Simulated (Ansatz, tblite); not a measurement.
**Co(NH2)2 (CoN₂H₄): removing and adding an electron**

One table from this session's results is given with a row withheld; the runs are named, their logs left out.

Program: Ansatz 0.2.0, Gaussian basis. Level of theory: as each input shows. These are calculated values, not measurements.

The runs, in order: charge +1 quintet, at the geometry of the quartet (PBE0-D4/def2-TZVP, PBE-D4/def2-TZVP, r2SCAN-D4/def2-TZVP, r2SCAN0-D4/def2-TZVP, ωB97M-V/def2-TZVP, r2SCANh-D4/def2-TZVP, LDA/def2-TZVP, PBE-QIDH/def2-TZVP, CCSD(T)/def2-TZVP); charge -1 triplet, at the geometry of the quartet (PBE0-D4/def2-TZVPD, PBE-D4/def2-TZVPD, r2SCAN-D4/def2-TZVPD); the starting quartet's energies come from earlier runs.

### The geometry

The geometry is that of the quartet, from an earlier relaxation (PBE0-D4/def2-TZVP).

7 atoms, charge 0, spin multiplicity 4.

Atoms are counted from 1 here; the program's logs count them from 0.

Bond lengths: Co1–N2 1.817 Å, Co1–N5 1.817 Å, N2–H3 1.009 Å, N2–H4 1.009 Å, N5–H6 1.009 Å, N5–H7 1.009 Å. Angles: N2–Co1–N5 179.9°, Co1–N2–H3 125.8°, Co1–N2–H4 125.7°, H3–N2–H4 108.6°, Co1–N5–H6 125.8°, Co1–N5–H7 125.6°, H6–N5–H7 108.6°.

Formally the metal is d7. No spin-orbit coupling is included.

Set-up of the first run:

Input file in.yaml:

```yaml
crystal:
  periodic: [false, false, false]
  atoms:
    - {symbol: Co, position_ang: [0.003223, -0.003458, -0.000032]}
    - {symbol: N, position_ang: [0.006982, -0.016662, 1.816431]}
    - {symbol: H, position_ang: [0.623062, 0.520091, 2.408842]}
    - {symbol: H, position_ang: [-0.616569, -0.552442, 2.402257]}
    - {symbol: N, position_ang: [-0.001805, 0.012110, -1.816486]}
    - {symbol: H, position_ang: [0.613369, 0.555188, -2.404003]}
    - {symbol: H, position_ang: [-0.628261, -0.514838, -2.407009]}
basis:
  gaussian: {orbitals: def2-SVP}
total_charge: 1
magnetization: {spin_polarized: true, initial_magnetization: 4}
hamiltonian: {xc: pbe0, dispersion: d4}
output: {orbitals: {seedname: orbitals}}
```

Run with:

```sh
ansatz run in.yaml --threads 2 --pin off --events-out ev --progress --plain --max-ram 4352MiB
```

Steps of the session up to this table: Charge +1 quintet at the fixed geometry, first pass, PBE0-D4/def2-SVP; Charge +1 quintet at the fixed geometry, PBE0-D4/def2-TZVP; Charge +1 quintet at the fixed geometry, PBE-D4/def2-TZVP; Charge +1 quintet at the fixed geometry, r2SCAN-D4/def2-TZVP; Charge +1 quintet at the fixed geometry, r2SCAN0-D4/def2-TZVP; Charge +1 quintet at the fixed geometry, ωB97M-V/def2-TZVP; Charge +1 quintet at the fixed geometry, r2SCANh-D4/def2-TZVP; Charge +1 quintet at the fixed geometry, LDA/def2-TZVP; Charge +1 quintet at the fixed geometry, PBE-QIDH/def2-TZVP; Charge +1 quintet at the fixed geometry, CCSD(T)/def2-TZVP.

One table of the session follows, with a row left open; its other results are not shown here.

| method | vertical ionisation energy (eV) |
| --- | --- |
| HF/def2-TZVP | 7.45 |
| LDA/def2-TZVP | 8.45 |
| PBE-D4/def2-TZVP | 8.18 |
| r2SCAN-D4/def2-TZVP | ? |
| r2SCANh-D4/def2-TZVP | 8.13 |
| PBE0-D4/def2-TZVP | 8.24 |
| r2SCAN0-D4/def2-TZVP | 8.20 |
| ωB97M-V/def2-TZVP | 8.51 |
| PBE-QIDH/def2-TZVP | 8.78 |
| MP2/def2-TZVP | 9.14 |
| CCSD/def2-TZVP | 8.78 |
| CCSD(T)/def2-TZVP | 8.83 |

Q: Estimate the row for r2SCAN-D4/def2-TZVP from the others.

Worked estimate for «vertical ionisation energy (eV)». Against the share of exact exchange, r2SCANh-D4/def2-TZVP (0.1, 8.13), r2SCAN0-D4/def2-TZVP (0.25, 8.20) give a slope of 0.47 per unit share; at 0 the line stands at 8.08.

As computed: vertical ionisation energy (eV): 8.11. In «vertical ionisation energy (eV)» the line misses by -0.03.

Among the levels timed on like hardware and quicker than the yardstick, those that no quicker one beats, quickest first: LDA/def2-TZVP (3.1 s, -0.38 eV); PBE-QIDH/def2-TZVP (13 s, -0.05 eV).

Times add the two runs; a level without a time comes out of a correlated run.
